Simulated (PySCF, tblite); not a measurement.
**C₆H₉BCl₂S: geometry, infrared bands and NMR shifts**

Wanted: the infrared bands and NMR shifts of C₆H₉BCl₂S (`C#C[C@H](CB(Cl)Cl)SCC`), by calculation.

The runs use tblite 0.8.0 and PySCF 2.14.0, with density-fitted response routines of our own; the level of theory stands in each step. All values are computed, except where a source is named. Atoms are numbered from 0 throughout.

### 1 Starting geometry

19 atoms, charge 0, multiplicity 1; geometry from: force field or distance geometry start.

Bonds of the start (Å): C0–C1 1.22, C1–C2 1.46, C2–C3 1.52, C3–B4 1.58, B4–Cl5 1.86, B4–Cl6 1.83, C2–S7 1.77, S7–C8 1.77, C8–C9 1.49, C0–H10 1.08, C2–H11 1.13, C3–H12 1.12, C3–H13 1.11, C8–H14 1.12, C8–H15 1.12, C9–H16 1.12, C9–H17 1.09, C9–H18 1.12.

### 2 Geometry optimisation with GFN2-xTB

Job settings and geometry (Å):

```
{"job": {"kind": "relax", "xc": "GFN2-xTB", "basis": "xTB"}, "charge": 0, "multiplicity": 1}
C     -0.351500     2.735000     0.592200
C     -0.597000     1.584000     0.269900
C     -0.839400     0.191800    -0.076900
C     -2.221400    -0.151600     0.455200
B     -2.561100    -1.657600     0.112500
Cl    -3.428200    -2.027700    -1.488600
Cl    -1.640500    -3.007400     0.944500
S      0.367500    -0.992500     0.440200
C      1.924600    -0.887500    -0.401100
C      2.639000     0.373100    -0.039100
H     -0.162000     3.752900     0.881500
H     -0.878600     0.166200    -1.204900
H     -2.248300    -0.055900     1.573000
H     -2.912900     0.552800    -0.045400
H      1.823400    -0.954000    -1.519400
H      2.551900    -1.751100    -0.075500
H      3.345100     0.210900     0.817900
H      1.926900     1.145700     0.232300
H      3.252600     0.782300    -0.877300
```

Command:

```bash
$ OMP_NUM_THREADS=1 python probes_run.py task.json out
```

This one command runs all jobs of the session in turn.

**Question.** This job is followed by: GFN2-xTB harmonic vibrations, gas phase; GIAO PBE0/pcSseg-1 NMR shielding, non-relativistic, gas phase. Predict these results of the whole session: strongest single infrared mode (GFN2-xTB); zero-point energy (GFN2-xTB); ¹³C shifts against TMS (PBE0/pcSseg-1); ¹H shifts against TMS (PBE0/pcSseg-1, means over atoms taken as alike); ¹¹B shifts against BF3·OEt2 (PBE0/pcSseg-1); ³⁵Cl shifts against HCl (PBE0/pcSseg-1, means over atoms taken as alike); ³³S shifts against CS2 (PBE0/pcSseg-1); surface potential, 1st and 99th percentile.

**Answer**, as computed:

| quantity | value |
| --- | --- |
| strongest single infrared mode (GFN2-xTB) | 741 cm⁻¹, 85 km/mol |
| zero-point energy (GFN2-xTB) | 84.7 kcal/mol |
| ¹³C shifts against TMS (PBE0/pcSseg-1) | 92.5, 81.3, 41.2, 40.8, 39.6, 19.1 ppm |
| ¹H shifts against TMS (PBE0/pcSseg-1, means over atoms taken as alike) | 3.32, 2.93, 2.50, 2.25, 2.08, 1.93, 1.57 ppm |
| ¹¹B shifts against BF3·OEt2 (PBE0/pcSseg-1) | 61.1 ppm |
| ³⁵Cl shifts against HCl (PBE0/pcSseg-1, means over atoms taken as alike) | 277 ppm |
| ³³S shifts against CS2 (PBE0/pcSseg-1) | 120 ppm |
| surface potential, 1st and 99th percentile | -1.08 V and 1.38 V |

In words: Relaxing lowered the energy by 1.195 eV in 175 steps; the close pair that moved most is B4–Cl5, from 1.858 to 1.718 Å. All 51 modes are real, so the xTB geometry is a minimum. The strongest single mode, at 741 cm⁻¹, moves mainly B4. Unscaled tight-binding wavenumbers are off by several per cent, some by more. Its intensities can rank the bands wrongly. At PBE0/pcSseg-1: The largest span, 542 ppm, is at Cl5, Cl6, where the paramagnetic term is -473 ppm. By nearest atom (PBE0/pcSseg-1), the HOMO sits on S7 75 % and the LUMO on B4 57 %; Cl5, Cl6 about 13 % each.
